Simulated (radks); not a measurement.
**The Coulomb parameter U of the 4d shell of Ag⁺**

One table from this session's results is given with a row withheld; the runs are named, their logs left out.

Program: radks (a radial shooting solver on a logarithmic mesh, Libxc functionals) version 1. Level of theory: scalar-relativistic Kohn-Sham, r2SCAN, spin-unpolarised, spherical densities, finite nucleus. These are calculated values, not measurements, unless marked.

## The system

```
element            : silver (Z = 47)
charge             : +1
electrons          : 46
configuration      : [Kr] 4d9 5p1
nuclear rms radius : 4.5454 fm
```

Outer shells as boxes (Hund's rule):

Ag⁺
```
[Kr] core
4d [↑↓][↑↓][↑↓][↑↓][↑ ]
5p [↑ ][  ][  ]
```

The first run:

Settings of this run:

```text
Z 47
configuration [Kr] 4d9 5p1
relativity scalar-relativistic
functional r2scan,r2scan
spin unpolarised
nucleus finite rms 4.5454 fm
c 137.035999084
```

Steps of the session up to this table: Start: [Kr] 4d9 5p1.

One table of the session follows, with a row left open; its other results are not shown here.

It belongs to the step «Start: [Kr] 4d9 5p1». From the orbitals of this run (lengths in bohr):

```
level     <r>  outermost maximum (interpolated)  90 % within  nodes
   2p  0.1177                            0.0912        0.192      0
   3s  0.3677                             0.332        0.541      2
   3p  0.3670                             0.326        0.552      1
   3d  0.3458                             0.274        0.547      0
   4s  0.9128                             0.824         1.32      3
   4p       ?                                 ?            ?      ?
   4d   1.317                              1.02         2.08      1
   5p   3.509                              2.94         5.25      3
```

Q: Estimate the row for 4p from the others.

The run gave: <r>: 0.9974; outermost maximum (interpolated): 0.877; 90 % within: 1.47; nodes: 2. In the column «<r>» it lies between 4s (0.9128) and 4d (1.317).
